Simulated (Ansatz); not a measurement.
Set up this calculation in Ansatz 0.2.0, as the native input.

- Task: relaxation of cell and atoms
- Functional: PBE
- Potentials or basis: Ansatz PAW
- Cutoff: 420 eV (not typed: the program's choice for these potentials)
- k mesh: 6 × 6 × 6
- Occupations: fermi-dirac, width 0.05 eV
- Spin: no spin polarisation

The system is CaCuH2.

```xyz
4
Lattice="1.9452 1.1231 4.3574 -1.9452 1.1231 4.3574 0.0000 -2.2462 4.3574" Properties=species:S:1:pos:R:3 pbc="T T T"
Ca    0.0000    0.0000    6.5361
Cu    0.0000    0.0000    0.0000
H     0.0000    0.0000   11.5271
H     0.0000    0.0000    1.5450
```

The cell was built by a generator and needn't be a form met in nature.

The input as run:

input.yaml

```yaml
crystal:
  lattice:
    - [1.94524, 1.12309, 4.35738]
    - [-1.94524, 1.12309, 4.35738]
    - [0.0, -2.24617, 4.35738]
  atoms:
    - { symbol: Ca, position: [0.5, 0.5, 0.5] }
    - { symbol: Cu, position: [0.0, 0.0, 0.0] }
    - { symbol: H, position: [0.88181, 0.88181, 0.88181] }
    - { symbol: H, position: [0.11819, 0.11819, 0.11819] }
hamiltonian:
  xc: pbe
  pseudopotentials: { kind: paw }
kpoints:
  mp_grid: { grid: [6, 6, 6] }
scf:
  occupations: { method: fermi_dirac, width: 0.05 }
output:
  forces: true
  stress: true
  eigenvalues: true
relax:
  f_tol: 0.01
  max_steps: 40
  cell: { stress_tol: 0.05 }
```

Potentials or basis: Ansatz PAW.

Run with:

```console
$ ansatz run input.yaml --threads 2 --pin off --max-ram 5632MiB --backend cpu --events-out ev --progress --plain --runs-dir out
```

Results of the run:

The relaxed volume is 14.27 Å³/atom. The relaxed cell is a = 4.892 Å, b = 4.892 Å, c = 4.892 Å, α = 46.93°, β = 46.93°, γ = 46.93°. The space group after relaxing (to 0.05 Å) is R-3m (No. 166) and the energy gained by relaxing is 0.0 meV/atom. The ionic steps are 3 and the pressure after relaxing is 0.0 GPa. The band gap on the k mesh is none (metal or under the smearing width).

Caveat: the plane-wave basis is chosen anew once the cell has moved, so the energies of steps on either side of that aren't comparable.

It took 3.6 s on 2 threads of Arm Neoverse V2, with other jobs on the host, peak memory 0.36 GiB.
